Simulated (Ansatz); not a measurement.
# SiH4Se3: a ladder of functionals and wavefunction methods

The task here is to estimate one member of a computed series from the others.

Program: Ansatz 0.2.0, Gaussian basis. Level of theory: functionals in def2-TZVPP, the program's frozen cores in correlated methods. These are calculated values, not measurements.

Levels to be run: PBE-D4, r2SCAN-D4, PBE0-D4, B3LYP-D4, ωB97X-V, ωB97M-V, B2PLYP; CCSD(T)/def2-TZVPP; MP2/def2-QZVPP; extrapolation to the limit.

### The relaxed structure

All runs share one geometry, relaxed beforehand with PBE0-D4 in a triple-zeta def2 set.

8 atoms, charge 0, spin multiplicity 1.

Atoms are counted from 1 here; the program's logs count them from 0.

Bond lengths: Se1–Si2 2.270 Å, Se1–H5 1.469 Å, Si2–Se3 2.273 Å, Si2–Se4 2.272 Å, Si2–H6 1.482 Å, Se3–H7 1.471 Å, Se4–H8 1.471 Å. Angles: Si2–Se1–H5 92.5°, Se1–Si2–Se3 115.4°, Se1–Si2–Se4 107.9°, Se1–Si2–H6 103.9°, Se3–Si2–Se4 106.2°, Se3–Si2–H6 110.6°, Se4–Si2–H6 113.0°, Si2–Se3–H7 92.8°, Si2–Se4–H8 93.2°.

Set-up of the first run:

The input, in.yaml:

```yaml
crystal:
  periodic: [false, false, false]
  atoms:
    - {symbol: Se, position_ang: [-1.184172, 0.894600, 1.784723]}
    - {symbol: Si, position_ang: [-0.359753, -0.249737, 0.005431]}
    - {symbol: Se, position_ang: [1.889547, -0.575720, 0.015458]}
    - {symbol: Se, position_ang: [-0.819106, 0.949118, -1.868803]}
    - {symbol: H, position_ang: [-0.230615, 1.996854, 1.599476]}
    - {symbol: H, position_ang: [-1.075780, -1.546811, 0.054593]}
    - {symbol: H, position_ang: [1.820140, -1.517726, 1.143365]}
    - {symbol: H, position_ang: [-0.040252, 0.049422, -2.734254]}
basis:
  gaussian: {orbitals: def2-TZVPP}
hamiltonian: {xc: pbe, dispersion: d4}
output: {forces: true, orbitals: {seedname: orbitals}}
```

The run is started by

```sh
$ ansatz run in.yaml --threads 2 --pin off --events-out ev --progress --plain --max-ram 32768MiB --backend cpu
```

Steps of the session up to this table: PBE-D4 (GGA); r2SCAN-D4 (meta-GGA); PBE0-D4 (hybrid); B3LYP-D4 (hybrid); ωB97X-V (range-separated); ωB97M-V (range-separated); B2PLYP (double hybrid); CCSD(T) in def2-TZVPP; MP2 in def2-QZVPP.

One table of the session follows, with a row left open; its other results are not shown here.

```
            method  atomisation energy (kJ/mol)
            PBE-D4                            ?
         r2SCAN-D4                       2196.1
           PBE0-D4                       2169.9
          B3LYP-D4                       2162.7
           ωB97X-V                       2195.8
           ωB97M-V                       2159.3
            B2PLYP                       2123.8
     HF/def2-TZVPP                       1474.1
    MP2/def2-TZVPP                       2130.7
   CCSD/def2-TZVPP                       2071.2
CCSD(T)/def2-TZVPP                       2116.1
           MP2/CBS                       2220.3
       CCSD(T)/CBS                       2205.7
```

Estimate the missing values for PBE-D4.

As computed: atomisation energy (kJ/mol): 2200.9. In the column «atomisation energy (kJ/mol)» it lies between r2SCAN-D4 (2196.1) and CCSD(T)/CBS (2205.7).
